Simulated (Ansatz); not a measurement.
# GeH₂SO: functionals against CCSD(T) at one geometry

Computed with Ansatz 0.2.0, Gaussian basis. Level: single points in def2-TZVPP.

Cores are frozen in the correlated methods. Filled d shells of the heavier atoms are correlated.

**1. Where the work starts**

SMILES `[O]1[S][GeH2]1`, 5 atoms, charge 0, spin multiplicity 1.

Atoms are counted from 1 here; the program's logs count them from 0.

Bond lengths: O1–S2 1.760 Å, O1–Ge3 1.860 Å, S2–Ge3 2.093 Å, Ge3–H4 1.539 Å, Ge3–H5 1.557 Å. Angles: S2–O1–Ge3 70.6°, O1–S2–Ge3 56.9°, O1–Ge3–S2 52.5°, O1–Ge3–H4 109.3°, O1–Ge3–H5 106.9°, S2–Ge3–H4 123.1°, S2–Ge3–H5 120.1°, H4–Ge3–H5 116.8°.

As a file:

```xyz
5
charge 0, multiplicity 1
O    -0.1401   -0.3825    1.3820
S     1.3481   -0.9642    0.6451
Ge   -0.0845    0.1476   -0.3999
H    -1.2577   -0.4972   -1.1596
H    -0.0112    1.7027   -0.4083
```

**2. CCSD(T)/def2-TZVPP**

run/in.yaml

```yaml
crystal:
  periodic: [false, false, false]
  atoms:
    - {symbol: O, position_ang: [-0.140100, -0.382500, 1.382000]}
    - {symbol: S, position_ang: [1.348100, -0.964200, 0.645100]}
    - {symbol: Ge, position_ang: [-0.084500, 0.147600, -0.399900]}
    - {symbol: H, position_ang: [-1.257700, -0.497200, -1.159600]}
    - {symbol: H, position_ang: [-0.011200, 1.702700, -0.408300]}
basis:
  gaussian: {orbitals: def2-TZVPP}
correlation: {method: ccsd_t}
output: {forces: true}
```

On the command line:

```
ansatz run in.yaml --threads 4 --pin off --events-out ev --progress --plain --max-ram 5222MiB
```

Q: Estimate wall time and peak memory on 4 threads of Arm Neoverse N1, shared host.

About 2.2 min, with a peak of 1.6 GiB.
